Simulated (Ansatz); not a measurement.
# C2H3BF2: the cost of one run

Program: Ansatz 0.2.0. Level of theory: RKS PBE0-D4/def2-SVP. These are calculated values, not measurements.

### Step 1. The starting structure

Bond lengths: C1–C2 1.340 Å, C2–B3 1.562 Å, B3–F4 1.399 Å, B3–F5 1.474 Å, C1–H6 1.113 Å, C1–H7 1.089 Å, C2–H8 1.039 Å. Angles: C1–C2–B3 121.4°, C1–C2–H8 121.1°, B3–C2–H8 117.5°, C2–C1–H6 117.9°, C2–C1–H7 123.4°, H6–C1–H7 117.9°, C2–B3–F4 124.1°, C2–B3–F5 120.2°, F4–B3–F5 115.5°.

Structure file:

```xyz
8

C    -0.0601    0.4789    1.1757
C    -0.5232   -0.1965    0.1149
B     0.3452   -0.3898   -1.1690
F    -0.0394   -1.1665   -2.2666
F     1.6949    0.1976   -1.2480
H    -0.7567    0.6552    2.0254
H     0.8941    1.0031    1.1818
H    -1.4626   -0.6391    0.1299
```

### Step 2. Relaxing end A

input.yaml

```yaml
crystal:
  periodic: [false, false, false]
  atoms:
    - { symbol: C, position_ang: [-0.0601, 0.4789, 1.1757] }
    - { symbol: C, position_ang: [-0.5232, -0.1965, 0.1149] }
    - { symbol: B, position_ang: [0.3452, -0.3898, -1.169] }
    - { symbol: F, position_ang: [-0.0394, -1.1665, -2.2666] }
    - { symbol: F, position_ang: [1.6949, 0.1976, -1.248] }
    - { symbol: H, position_ang: [-0.7567, 0.6552, 2.0254] }
    - { symbol: H, position_ang: [0.8941, 1.0031, 1.1818] }
    - { symbol: H, position_ang: [-1.4626, -0.6391, 0.1299] }
basis:
  gaussian: { orbitals: def2-SVP }
hamiltonian:
  xc: pbe0
  dispersion: d4
relax:
  f_tol: 0.015
  max_steps: 40
```

Launch:

```
$ ansatz run input.yaml --threads 1 --pin off --max-ram 2048MiB --backend cpu --events-out ev --progress --plain --runs-dir out
```

Q: Estimate wall time and peak memory on 1 thread of Arm Neoverse V2, shared host.

About 25 s, with a peak of 0.16 GiB.
